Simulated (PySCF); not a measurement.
# C₇H₈FN: magnetic properties

What do calculations give for the magnetic properties of C₇H₈FN (`C=CC/C=C(\C#N)CF`)?

Programs: PySCF 2.14.0, with routines of our own; each step states its level. All values are computed. Atoms count from 0.

### Step 1. The starting structure

17 atoms, charge 0, multiplicity 1; geometry from: GFN2-xTB.

### Step 2. Magnetic properties: GIAO PBE/pcSseg-1

Job settings and geometry (Å):

```
{"job": {"kind": "mag", "xc": "PBE", "basis": "pcSseg-1", "isotopologues": 0}, "charge": 0, "multiplicity": 1}
C     -2.703688     0.747552     0.756013
C     -1.892767     0.764883    -0.283405
C     -1.008559    -0.388421    -0.671186
C      0.421190     0.029410    -0.583142
C      1.274739    -0.399822     0.350884
C      0.884984    -1.327844     1.343912
N      0.577700    -2.075831     2.156756
C      2.712007     0.043296     0.448651
F      3.035364     0.913412    -0.556550
H     -2.785310    -0.114191     1.398007
H     -3.325751     1.590077     1.005386
H     -1.815785     1.641286    -0.913032
H     -1.232608    -0.672163    -1.704133
H     -1.200700    -1.239585    -0.016623
H      0.763865     0.752235    -1.311183
H      2.896951     0.562391     1.397810
H      3.391371    -0.814655     0.365204
```

Level: GIAO PBE/pcSseg-1 magnetisability, rotational g tensor and spin-rotation constants, non-relativistic, gas phase.

Started as:

```
OMP_NUM_THREADS=1 python excited_run.py task.json out
```

The driver reads the jobs from task.json and runs them one after another.

Log:

```text
coarse grid: 14712 points
cycle   1  E = -425.3373000617  dE =  9.968e-01  |g| = 7.001e-01  |ddm| = 3.906e+00
cycle   2  E = -425.0285990231  dE =  3.087e-01  |g| = 1.399e+00  |ddm| = 2.130e+00
cycle   3  E = -425.3980123248  dE = -3.694e-01  |g| = 4.658e-01  |ddm| = 1.595e+00
cycle   4  E = -425.4459273639  dE = -4.792e-02  |g| = 1.021e-01  |ddm| = 3.939e-01
cycle   5  E = -425.4475524364  dE = -1.625e-03  |g| = 5.088e-02  |ddm| = 1.267e-01
cycle   6  E = -425.4480998114  dE = -5.474e-04  |g| = 1.841e-02  |ddm| = 5.637e-02
cycle   7  E = -425.4481767561  dE = -7.694e-05  |g| = 6.808e-03  |ddm| = 1.983e-02
cycle   8  E = -425.4481878601  dE = -1.110e-05  |g| = 2.076e-03  |ddm| = 7.194e-03
cycle   9  E = -425.4481888361  dE = -9.760e-07  |g| = 6.975e-04  |ddm| = 1.938e-03
final grid: 144032 points
cycle  10  E = -425.5301464246  dE = -5.123e-05  |g| = 1.416e-02  |ddm| = 4.921e-02
cycle  11  E = -425.5300901934  dE =  5.623e-05  |g| = 2.157e-02  |ddm| = 2.962e-02
cycle  12  E = -425.5301936408  dE = -1.034e-04  |g| = 3.747e-03  |ddm| = 1.853e-02
cycle  13  E = -425.5301959861  dE = -2.345e-06  |g| = 1.420e-03  |ddm| = 3.570e-03
cycle  14  E = -425.5301964016  dE = -4.155e-07  |g| = 3.695e-04  |ddm| = 1.344e-03
cycle  15  E = -425.5301964223  dE = -2.066e-08  |g| = 1.537e-04  |ddm| = 3.495e-04
cycle  16  E = -425.5301964276  dE = -5.338e-09  |g| = 5.823e-05  |ddm| = 1.661e-04
cycle  17  E = -425.5301964285  dE = -8.919e-10  |g| = 1.073e-05  |ddm| = 6.394e-05
converged SCF energy = -425.5301964285

Magnetisability tensor (1e-30 J/T^2)
    -1128.18       -7.03        5.93
       -7.03    -1164.26      -73.31
        5.93      -73.31    -1186.48
isotropic -1159.64   principal values   -1249.51  -1131.02  -1098.39
isotropic susceptibility -69.835 1e-6 cm^3/mol

Inertial axes            a          b          c
rot. const./GHz      2.1552     1.0202     0.7636
chi total           -67.922    -66.374    -75.209
chi diamagnetic    -636.779  -1255.972  -1614.891
chi paramagnetic    568.857   1189.598   1539.682
quadrupole/D A        7.346    -11.968      4.621
g nuclear            0.5415     0.5585     0.5433
g electronic        -0.5760    -0.5701    -0.5524
g total             -0.0345    -0.0116    -0.0090

Spin-rotation constants (kHz, H = +C I.J)
atom  isotope        aa         bb         cc
  6    14N        0.455      0.068      0.178
  8    19F        0.264      0.619      0.220
  9     1H       -0.223      0.090     -0.081
 10     1H       -0.071     -0.076     -0.015
 11     1H       -0.224      0.096     -0.081
 12     1H       -0.208     -0.085      0.009
 13     1H       -0.198      0.045     -0.085
 14     1H       -0.184      0.100     -0.092
 15     1H       -0.188     -0.108      0.046
 16     1H       -0.017     -0.079     -0.036
  0    13C*       0.544      0.408      0.200
  1    13C*       0.571      0.459      0.215
  2    13C*       0.409      0.210      0.135
  3    13C*       0.884      0.487      0.121
  4    13C*       0.707      0.385      0.143
  5    13C*       0.908      0.032      0.340
  7    13C*       0.621      0.198      0.214
* in the singly substituted isotopologue
```

Wall time 47 s (1 thread of Arm Neoverse V2, shared host); peak memory 0.7 GiB.

From this job:

| quantity | value |
| --- | --- |
| magnetisability | -1160·10⁻³⁰ J/T² |
| molar susceptibility | -69.8·10⁻⁶ cm³/mol |
| rotational g (a, b, c) | -0.0345, -0.0116, -0.0090 |

Orbitals, density, ELF and potential are computed afterwards from the orbital file.

Frontier orbitals at PBE/pcSseg-1, with the share of their density that lies nearest to each atom:

| orbital | energy (eV) | lies on |
| --- | --- | --- |
| HOMO | -6.64 | C0, C1 about 25 % each; C3, C4 about 12 % each; N6 7 % |
| LUMO | -2.36 | C3 30 %; C4 19 %; N6 17 % |

ELF in a plane through or near 6 of the atoms.

Ten even steps from ' ' (0.00) to '@' (1.00):
```
                                                        
                                                        
                                                        
                                                        
                        ....                            
          ..::--::..  ==@@@@::    --##**::              
          ==##%%##==  ##@@@@++    ##@@@@**..            
          --**%%##::  **@@@@==  ..**@@%%++....          
            ::----::..====..**==**++::++**++--..        
      ::%%@@@@##**%%==++%%****==####--##%%##++..        
      ==@@@@@@%%**%%::--##++::::======####**++..        
      ..%%@@@@++..--##%%##::  ..    ..**##++--..        
          ::      ====..==**        **@@@@%%::          
                --**##==####::      **@@@@%%::          
              ..--++##==++##==..      ====..            
                --**%%%%%%%%++..                        
                ::++%%@@@@%%==                          
                  ::++**##++..                          
                                                        
                                                        
```
The map spans 12.2 Å across and 10.6 Å up, centred on the molecule. Atoms in the plane (x, y in Å): C1 (2.0, 0.6), C4 (-1.3, -0.2), C5 (-1.1, -1.6), N6 (-1.0, -2.7), H14 (-0.6, 1.7), H16 (-3.5, -0.2).

log10 of the density (e/Å³) in the same plane.

Ten even steps from '0' (-4.0) to '9' (1.2):
```
0000000000000000000000000000
0000000000000000000000000000
0000000000000000000000000000
0000000000011110011100000000
0000012332223321222221000000
0000245554445543344432100000
0001356776567754556654210000
0001357876567765677764321000
0012456776678877788765432000
0023577877888777788776542100
0023578777997766677776542100
0013466667787655556776532100
0002344456798654445666432000
0000123456788754345555321000
0000012356788754323333210000
0000001346788753211111000000
0000001245677643100000000000
0000000123455432000000000000
0000000001222210000000000000
0000000000000000000000000000
```
The map spans 12.2 Å across and 10.6 Å up, centred on the molecule. Atoms in the plane (x, y in Å): C1 (2.0, 0.6), C4 (-1.3, -0.2), C5 (-1.1, -1.6), N6 (-1.0, -2.7), H14 (-0.6, 1.7), H16 (-3.5, -0.2).

On the surface of density 0.002 e/bohr³ the electrostatic potential runs, from the 1st to the 99th percentile, from -1.56 V near N6 to 1.12 V near H14.

### Step 3. Magnetic properties: GIAO mPW1PW91/cc-pVDZ in chloroform

Settings changed since step 2:

```diff
@@ -1,2 +1,2 @@
-{"job": {"kind": "mag", "xc": "PBE", "basis": "pcSseg-1", "isotopologues": 0}, "charge": 0, "multiplicity": 1}
+{"job": {"kind": "mag", "xc": "mPW1PW91", "basis": "cc-pVDZ", "scf": {"conv": 1e-07}, "solvent": "chloroform"}, "charge": 0, "multiplicity": 1}
 C     -2.703688     0.747552     0.756013
```

With the program's defaults for keys left out, this is: GIAO mPW1PW91/cc-pVDZ magnetisability, non-relativistic, IEF-PCM chloroform.

Log:

```text
final grid: 144032 points
cycle   1  E = -425.9297511937  dE =  1.276e+00  |g| = 6.205e-01  |ddm| = 7.874e+00
cycle   2  E = -425.7960713885  dE =  1.337e-01  |g| = 1.025e+00  |ddm| = 2.265e+00
cycle   3  E = -426.0031857857  dE = -2.071e-01  |g| = 1.827e-01  |ddm| = 1.423e+00
cycle   4  E = -426.0103392367  dE = -7.153e-03  |g| = 5.676e-02  |ddm| = 3.003e-01
cycle   5  E = -426.0109339676  dE = -5.947e-04  |g| = 1.588e-02  |ddm| = 8.649e-02
cycle   6  E = -426.0109880010  dE = -5.403e-05  |g| = 3.753e-03  |ddm| = 2.929e-02
cycle   7  E = -426.0109908437  dE = -2.843e-06  |g| = 1.515e-03  |ddm| = 7.322e-03
cycle   8  E = -426.0109914195  dE = -5.757e-07  |g| = 3.066e-04  |ddm| = 2.538e-03
cycle   9  E = -426.0109914429  dE = -2.339e-08  |g| = 9.222e-05  |ddm| = 5.918e-04
converged SCF energy = -426.0109914429

Magnetisability tensor (1e-30 J/T^2)
    -1141.85      -10.43       -0.25
      -10.43    -1167.14      -73.61
       -0.25      -73.61    -1195.79
isotropic -1168.26   principal values   -1256.86  -1143.13  -1104.78
isotropic susceptibility -70.354 1e-6 cm^3/mol

Inertial axes            a          b          c
rot. const./GHz      2.1552     1.0202     0.7636
chi total           -68.712    -66.710    -75.641
chi diamagnetic    -635.173  -1253.475  -1613.456
chi paramagnetic    566.461   1186.765   1537.815
quadrupole/D A        7.754    -13.073      5.319
```

Wall time 27 s (1 thread of Arm Neoverse V2, shared host); peak memory 0.98 GiB.

Key values:

| quantity | value |
| --- | --- |
| magnetisability | -1168·10⁻³⁰ J/T² |
| molar susceptibility | -70.4·10⁻⁶ cm³/mol |

### Step 4. Outcome

| quantity | value |
| --- | --- |
| magnetisability (step 2, GIAO PBE/pcSseg-1) | -1160·10⁻³⁰ J/T² |
| molar susceptibility (step 2, GIAO PBE/pcSseg-1) | -69.8·10⁻⁶ cm³/mol |
| rotational g (a, b, c) (step 2, GIAO PBE/pcSseg-1) | -0.0345, -0.0116, -0.0090 |
| surface potential, 1st and 99th percentile | -1.56 V and 1.12 V |

**Reading.** At PBE/pcSseg-1, counted by nearest atom on the grid, the HOMO lies on C0, C1 about 25 % each; C3, C4 about 12 % each, the LUMO on C3 30 %; C4 19 %. Vibrational averaging and real surroundings are missing from these values.
